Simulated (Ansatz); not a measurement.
# FH9O3Si4: the cost of one run

The runs use Ansatz 0.2.0, Gaussian basis; PBE0-D4/def2-TZVP structures, single points in def2-TZVPP, no counterpoise correction.

Levels: SPW92, PBE-D4, BLYP-D4, r2SCAN-D4, B97M-V, PBE0-D4, B3LYP-D4, r2SCAN0-D4, BHLYP-D4, CAM-B3LYP-D4, wB97X-V, wB97M-V, B2PLYP, PBE-QIDH, RPA on PBE, Hartree-Fock, MP2, CCSD, CCSD(T).

Cores are frozen in the correlated methods. B3LYP uses VWN-RPA correlation. B2PLYP carries no dispersion term here.

94 further runs of the same task are left out: 1 that didn't finish, 93 set aside as unsound or not needed.

## Step 1: Starting geometry

The complex: 21 atoms, charge 0, spin multiplicity 1.

Atoms are counted from 1 here; the program's logs count them from 0.

Bond lengths: Si1–O2 1.608 Å, Si1–O4 1.608 Å, Si1–O6 1.604 Å, Si1–F8 1.587 Å, O2–Si3 1.639 Å, Si3–H11 1.485 Å, Si3–H12 1.485 Å, Si3–H13 1.482 Å, O4–Si5 1.638 Å, Si5–H14 1.482 Å, Si5–H15 1.485 Å, Si5–H16 1.485 Å, O6–Si7 1.636 Å, Si7–H17 1.486 Å, Si7–H18 1.484 Å, Si7–H19 1.483 Å, H9–N10 1.013 Å, N10–H20 1.013 Å and more. Angles: O2–Si1–O4 109.0°, O2–Si1–O6 113.3°, O2–Si1–F8 109.7°, O4–Si1–O6 108.8°, O4–Si1–F8 106.7°, O6–Si1–F8 109.2°, Si1–O2–Si3 149.1°, O2–Si3–H11 106.4°, O2–Si3–H12 111.0°, O2–Si3–H13 111.5°, H11–Si3–H12 108.5°, H11–Si3–H13 109.1°, H12–Si3–H13 110.2°, Si1–O4–Si5 144.9°, O4–Si5–H14 107.8°, O4–Si5–H15 110.3°, O4–Si5–H16 110.2°, H14–Si5–H15 109.7° and more.

As a file:

```mol
FH12NO3Si4
  3D, bonds by distance, orders not assigned

 21 19  0  0  0  0  0  0  0  0999 V2000
   -0.4205   -0.1579    0.8863 Si  0  0
   -0.5246    1.0346   -0.1874 O   0  0
    0.1804    1.9381   -1.3586 Si  0  0
   -1.8351   -0.3129    1.6354 O   0  0
   -3.3868    0.2084    1.6892 Si  0  0
   -0.0250   -1.5683    0.2315 O   0  0
    0.8412   -2.4031   -0.8771 Si  0  0
    0.6466    0.2176    1.9997 F   0  0
    3.2114    0.8194   -0.8564 H   0  0
    2.6696    0.2811   -0.1915 N   0  0
   -0.8717    2.8506   -1.8734 H   0  0
    1.2862    2.7591   -0.8035 H   0  0
    0.6774    1.0943   -2.4711 H   0  0
   -4.0757   -0.5298    2.7743 H   0  0
   -3.4312    1.6660    1.9693 H   0  0
   -4.0631   -0.0612    0.3945 H   0  0
    2.1938   -2.7177   -0.3481 H   0  0
    0.1242   -3.6786   -1.1236 H   0  0
    0.9611   -1.6502   -2.1487 H   0  0
    3.1757   -0.5808   -0.0248 H   0  0
    2.6662    0.7916    0.6839 H   0  0
  1  2  8  0
  1  4  8  0
  1  6  8  0
  1  8  8  0
  2  3  8  0
  3 11  8  0
  3 12  8  0
  3 13  8  0
  4  5  8  0
  5 14  8  0
  5 15  8  0
  5 16  8  0
  6  7  8  0
  7 17  8  0
  7 18  8  0
  7 19  8  0
  9 10  8  0
 10 20  8  0
 10 21  8  0
M  END
```

Its parts: FH9O3Si4 holds atoms 1, 2, 3, 4, 5, 6, 7, 8, 11, 12, 13, 14, 15, 16, 17, 18, 19; NH3 holds atoms 9, 10, 20, 21. Each part counts its atoms afresh in its own runs.

## Step 2: Relaxing FH9O3Si4 alone

The input, relax-a/in.yaml:

```yaml
crystal:
  periodic: [false, false, false]
  atoms:
    - {symbol: Si, position_ang: [-0.420533, -0.157921, 0.886270]}
    - {symbol: O, position_ang: [-0.524618, 1.034574, -0.187395]}
    - {symbol: Si, position_ang: [0.180361, 1.938070, -1.358572]}
    - {symbol: O, position_ang: [-1.835069, -0.312907, 1.635421]}
    - {symbol: Si, position_ang: [-3.386832, 0.208363, 1.689190]}
    - {symbol: O, position_ang: [-0.025024, -1.568291, 0.231473]}
    - {symbol: Si, position_ang: [0.841223, -2.403052, -0.877098]}
    - {symbol: F, position_ang: [0.646618, 0.217566, 1.999735]}
    - {symbol: H, position_ang: [-0.871660, 2.850587, -1.873384]}
    - {symbol: H, position_ang: [1.286167, 2.759057, -0.803513]}
    - {symbol: H, position_ang: [0.677380, 1.094339, -2.471060]}
    - {symbol: H, position_ang: [-4.075695, -0.529769, 2.774332]}
    - {symbol: H, position_ang: [-3.431162, 1.666034, 1.969344]}
    - {symbol: H, position_ang: [-4.063089, -0.061189, 0.394451]}
    - {symbol: H, position_ang: [2.193821, -2.717711, -0.348138]}
    - {symbol: H, position_ang: [0.124213, -3.678614, -1.123573]}
    - {symbol: H, position_ang: [0.961072, -1.650234, -2.148729]}
basis:
  gaussian: {orbitals: def2-TZVP}
hamiltonian: {xc: pbe0, dispersion: d4}
relax: {f_tol: 0.005, max_steps: 200}
```

On the command line:

```sh
> ansatz run in.yaml --threads 4 --pin off --events-out ev --progress --plain --max-ram 46080MiB --backend cuda --devices 0, --max-vram 37GiB
```

**Question.** How long does this run take on 1 × a share of an NVIDIA H100 with 4 threads of AMD EPYC 7R13, shared host?

About 2.2 min.
